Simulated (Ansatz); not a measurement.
**GaH₄+ (singlet): from Hartree-Fock to the top rungs at a displaced geometry (v1), cc-pVTZ**

How much of the correlation energy of GaH₄+ (singlet) does each wave-function method recover here?

Method: cc-pVTZ, core rule «outside noble gas», up to 14 orbitals frozen; program: Ansatz 0.2.0, Gaussian basis.

The runs, in order: UHF; CCSD(T) on RHF; BCCD(T) on RHF; CCSDT(Q) on RHF.

14 further runs of the same task are left out: 3 for a known fault of the program, 5 that didn't finish, 6 set aside as unsound or not needed.

## Step 1: What is computed

The geometry is a PBE0/def2-TZVP stationary point (not a proven minimum) with its atoms shifted at random (size 0.040 Å). No spin-orbit coupling is included. The filled d shell of Ga may be among the frozen orbitals whatever the setting's name suggests; the logs give the count.

5 atoms, charge 1, spin multiplicity 1.

Atoms are counted from 1 here; the program's logs count them from 0.

Bond lengths: Ga1–H2 1.512 Å, Ga1–H4 1.550 Å, H3–H5 0.825 Å. Angles: H2–Ga1–H4 167.8°.

## Step 2: UHF

The input, in.yaml:

```yaml
crystal:
  periodic: [false, false, false]
  atoms:
    - {symbol: Ga, position_ang: [0.001467, -0.000053, -0.052948]}
    - {symbol: H, position_ang: [0.000634, 1.504477, -0.206822]}
    - {symbol: H, position_ang: [0.048598, 0.425636, 2.055370]}
    - {symbol: H, position_ang: [-0.054179, -1.540373, -0.219633]}
    - {symbol: H, position_ang: [-0.096563, -0.386043, 2.033683]}
basis:
  gaussian: {orbitals: cc-pVTZ}
total_charge: 1
magnetization: {spin_polarized: true, initial_magnetization: 0}
hamiltonian: {xc: hf}
output: {orbitals: {seedname: orbitals}}
```

Launch:

```console
$ ansatz run in.yaml --threads 1 --pin off --events-out ev --progress --plain --max-ram 2393MiB
```

The runs that follow: CCSD(T) on RHF; BCCD(T) on RHF; CCSDT(Q) on RHF.

**Question.** What will the summary of the whole plan be? Wanted: RCCSDT(Q) below the RHF energy; RMP2 from RCCSDT(Q); RCCSD from RCCSDT(Q); RCCSD(T) from RCCSDT(Q); T1 diagnostic.

As calculated:

| quantity | value |
| --- | --- |
| RCCSDT(Q) below the RHF energy | -3.2466 eV |
| RMP2 from RCCSDT(Q) | +684.8 meV |
| RCCSD from RCCSDT(Q) | +43.9 meV |
| RCCSD(T) from RCCSDT(Q) | +9.6 meV |
| levels within 1 kcal/mol (43 meV) | RCCSD(T), BCCD(T), RCCSDT |
| T1 diagnostic | 0.008 |

**Reading.** RCCSD(T) misses by +9.6 meV, 0.3 % of the correlation energy. These misses are within one basis, not against nature.
